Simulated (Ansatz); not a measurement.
# AlClH4O2Si: the cost of one run

Method: RKS B3LYP-D4/STO-3G, in Ansatz 0.2.0.

**1. The system as given**

Bond lengths: Al1–O2 1.780 Å, O2–Si3 1.680 Å, Si3–H4 1.460 Å, Si3–H5 1.460 Å, Si3–H6 1.460 Å, Al1–O7 1.780 Å, O7–H8 1.010 Å, Al1–Cl9 2.230 Å. Angles: Al1–O2–Si3 125.0°, O2–Al1–O7 120.0°, O2–Al1–Cl9 120.0°, O7–Al1–Cl9 120.0°, O2–Si3–H4 109.5°, O2–Si3–H5 109.5°, O2–Si3–H6 109.5°, H4–Si3–H5 109.4°, H4–Si3–H6 109.4°, H5–Si3–H6 109.4°, Al1–O7–H8 109.5°.

Coordinates:

```xyz
9

Al    0.0000    0.0000    0.0000
O     0.0000    0.0000    1.7800
Si   -1.3147   -0.4067    2.7436
H    -2.2390   -1.2403    1.9804
H    -0.8506   -1.1432    3.9157
H    -1.9987    0.8095    3.1733
O     1.5415    0.0000   -0.8900
H     1.8414   -0.9519   -1.0449
Cl   -1.9312    0.0000   -1.1150
```

**2. Preparing the start**

Input file input.yaml:

```yaml
crystal:
  periodic: [false, false, false]
  atoms:
    - { symbol: Al, position_ang: [0.0, 0.0, 0.0] }
    - { symbol: O, position_ang: [0.0, 0.0, 1.78] }
    - { symbol: Si, position_ang: [-1.3147, -0.4067, 2.7436] }
    - { symbol: H, position_ang: [-2.239, -1.2403, 1.9804] }
    - { symbol: H, position_ang: [-0.8506, -1.1432, 3.9157] }
    - { symbol: H, position_ang: [-1.9987, 0.8095, 3.1733] }
    - { symbol: O, position_ang: [1.5415, 0.0, -0.89] }
    - { symbol: H, position_ang: [1.8414, -0.9519, -1.0449] }
    - { symbol: Cl, position_ang: [-1.9312, 0.0, -1.115] }
basis:
  gaussian: { orbitals: STO-3G }
hamiltonian:
  xc: b3lyp
  dispersion: d4
relax:
  f_tol: 0.02
  max_steps: 40
```

The run is started by

```bash
$ ansatz run input.yaml --threads 1 --pin off --max-ram 2048MiB --backend cpu --events-out ev --progress --plain --runs-dir out
```

What time and memory should one allow on 1 thread of Arm Neoverse V2, shared host?

About 45 s, with a peak of 0.15 GiB.
